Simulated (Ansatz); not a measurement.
# F2H5NO2Si2: up Jacob's ladder to CCSD(T)

The task here is to estimate one member of a computed series from the others.

Computed with Ansatz 0.2.0, Gaussian basis. Level: functionals in def2-TZVPP, the program's frozen cores in correlated methods.

The runs, in order: PBE-D4, r2SCAN-D4, PBE0-D4, B3LYP-D4, ωB97X-V, ωB97M-V, B2PLYP; CCSD(T)/def2-TZVPP; MP2/def2-QZVPP; extrapolation to the limit.

## The relaxed structure

All runs share one geometry, relaxed beforehand with PBE0-D4 in a triple-zeta def2 set.

SMILES `O[Si@@H](F)N[Si@@H](O)F`, 12 atoms, charge 0, spin multiplicity 1.

Atoms are counted from 1 here; the program's logs count them from 0.

Bond lengths: O1–Si2 1.623 Å, O1–H8 0.961 Å, Si2–F3 1.594 Å, Si2–N4 1.715 Å, Si2–H9 1.471 Å, N4–Si5 1.701 Å, N4–H10 1.012 Å, Si5–O6 1.628 Å, Si5–F7 1.603 Å, Si5–H11 1.476 Å, O6–H12 0.958 Å. Angles: Si2–O1–H8 118.5°, O1–Si2–F3 112.6°, O1–Si2–N4 109.2°, O1–Si2–H9 107.2°, F3–Si2–N4 107.2°, F3–Si2–H9 105.9°, N4–Si2–H9 114.7°, Si2–N4–Si5 128.9°, Si2–N4–H10 116.6°, Si5–N4–H10 114.3°, N4–Si5–O6 106.0°, N4–Si5–F7 108.0°, N4–Si5–H11 115.8°, O6–Si5–F7 111.4°, O6–Si5–H11 111.5°, F7–Si5–H11 104.2°, Si5–O6–H12 118.7°.

The first run:

The input, in.yaml:

```yaml
crystal:
  periodic: [false, false, false]
  atoms:
    - {symbol: O, position_ang: [-0.692818, -2.152524, -0.248403]}
    - {symbol: Si, position_ang: [0.504156, -1.370847, -1.016595]}
    - {symbol: F, position_ang: [0.258777, -1.265269, -2.588051]}
    - {symbol: N, position_ang: [0.612359, 0.229741, -0.410695]}
    - {symbol: Si, position_ang: [-0.201839, 0.928193, 0.908984]}
    - {symbol: O, position_ang: [-0.127322, 2.537816, 0.679476]}
    - {symbol: F, position_ang: [-1.716665, 0.403196, 0.892204]}
    - {symbol: H, position_ang: [-1.514314, -1.683128, -0.081777]}
    - {symbol: H, position_ang: [1.724728, -2.174517, -0.852086]}
    - {symbol: H, position_ang: [1.171607, 0.880664, -0.946540]}
    - {symbol: H, position_ang: [0.297110, 0.549114, 2.245341]}
    - {symbol: H, position_ang: [-0.315778, 3.117571, 1.418142]}
basis:
  gaussian: {orbitals: def2-TZVPP}
hamiltonian: {xc: pbe, dispersion: d4}
output: {forces: true, orbitals: {seedname: orbitals}}
```

Run with:

```bash
$ ansatz run in.yaml --threads 2 --pin off --events-out ev --progress --plain --max-ram 32768MiB --backend cuda --devices 0, --max-vram 18GiB
```

Steps of the session up to this table: PBE-D4 (GGA); r2SCAN-D4 (meta-GGA); PBE0-D4 (hybrid); B3LYP-D4 (hybrid); ωB97X-V (range-separated); ωB97M-V (range-separated); B2PLYP (double hybrid); CCSD(T) in def2-TZVPP; MP2 in def2-QZVPP.

One of the session's tables, all rows but one given; the rest of the session is left out.

It belongs to the step «Atomisation energies». 

```
            method  atomisation energy (eV)
            PBE-D4                   50.634
         r2SCAN-D4                   50.183
           PBE0-D4                   49.493
          B3LYP-D4                   49.965
           ωB97X-V                   50.413
           ωB97M-V                   50.437
            B2PLYP                   49.686
     HF/def2-TZVPP                   35.958
    MP2/def2-TZVPP                   50.446
   CCSD/def2-TZVPP                   48.129
CCSD(T)/def2-TZVPP                        ?
           MP2/CBS                   52.159
       CCSD(T)/CBS                   50.601
```

Estimate the missing values for CCSD(T)/def2-TZVPP.

The run gave: atomisation energy (eV): 48.888. In the column «atomisation energy (eV)» it lies between CCSD/def2-TZVPP (48.129) and PBE0-D4 (49.493).

Caveats from the session: Free atoms (2 O, 2 Si, 2 F, 1 N, 5 H) were run apart at each level; the atomisation energy is their sum less the molecule, without zero-point or spin-orbit terms.
